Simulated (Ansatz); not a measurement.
What does this script print? It uses Ansatz 0.2.0 through its Python package.

`run_convert.py`:
```python
import ansatz


def main() -> None:
    znsn4o8 = (
        ansatz.Lattice.of((7.906129, -1.622277, 0.0), (7.906129, 1.622277, 0.0), (-5.805094, 0.0, 7.878753))
        .atom("Zn", (0.30619, 0.30619, 0.806518))
        .atom("Sn", (0.635904, 0.635904, 0.431938))
        .atom("Sn", (0.099804, 0.099804, 0.787988))
        .atom("Sn", (0.861863, 0.861863, 0.165055))
        .atom("Sn", (0.336335, 0.336335, 0.48686))
        .atom("O", (0.868515, 0.868515, 0.392782))
        .atom("O", (0.475703, 0.475703, 0.269789))
        .atom("O", (0.489068, 0.489068, 0.705038))
        .atom("O", (0.148325, 0.148325, 0.586056))
        .atom("O", (0.167899, 0.167899, 0.327353))
        .atom("O", (0.842395, 0.842395, 0.934707))
        .atom("O", (0.805256, 0.805256, 0.601069))
        .atom("O", (0.265227, 0.265227, 0.096055))
    )

    model = (
        znsn4o8.calculation()
        .occupations("Fermi-Dirac")
        .functional("r2scan")
        .scf(tolerance=1e-07)
        .basis(37 * ansatz.Ry)
        .kpoints(6, 6, 3)
        .forces()
        .stress()
    )
    print(model.to_yaml())


if __name__ == "__main__":
    main()
```

```console
$ python run_convert.py
crystal:
  lattice:
    - [7.906129, -1.622277, 0.0]
    - [7.906129, 1.622277, 0.0]
    - [-5.805094, 0.0, 7.878753]
  atoms:
    - { symbol: Zn, position: [0.30619, 0.30619, 0.806518] }
    - { symbol: Sn, position: [0.635904, 0.635904, 0.431938] }
    - { symbol: Sn, position: [0.099804, 0.099804, 0.787988] }
    - { symbol: Sn, position: [0.861863, 0.861863, 0.165055] }
    - { symbol: Sn, position: [0.336335, 0.336335, 0.48686] }
    - { symbol: O, position: [0.868515, 0.868515, 0.392782] }
    - { symbol: O, position: [0.475703, 0.475703, 0.269789] }
    - { symbol: O, position: [0.489068, 0.489068, 0.705038] }
    - { symbol: O, position: [0.148325, 0.148325, 0.586056] }
    - { symbol: O, position: [0.167899, 0.167899, 0.327353] }
    - { symbol: O, position: [0.842395, 0.842395, 0.934707] }
    - { symbol: O, position: [0.805256, 0.805256, 0.601069] }
    - { symbol: O, position: [0.265227, 0.265227, 0.096055] }
basis:
  ecutwfc: 503.410645550778
kpoints:
  mp_grid:
    grid: [6, 6, 3]
hamiltonian:
  xc: r2scan
scf:
  convergence:
    dr2_threshold: 1.0e-07
  occupations:
    method: fermi_dirac
output:
  forces: true
  stress: true
```

The input is only written out: it wasn't run, and its settings aren't tested. The structure comes from a database and needn't be a stable phase.
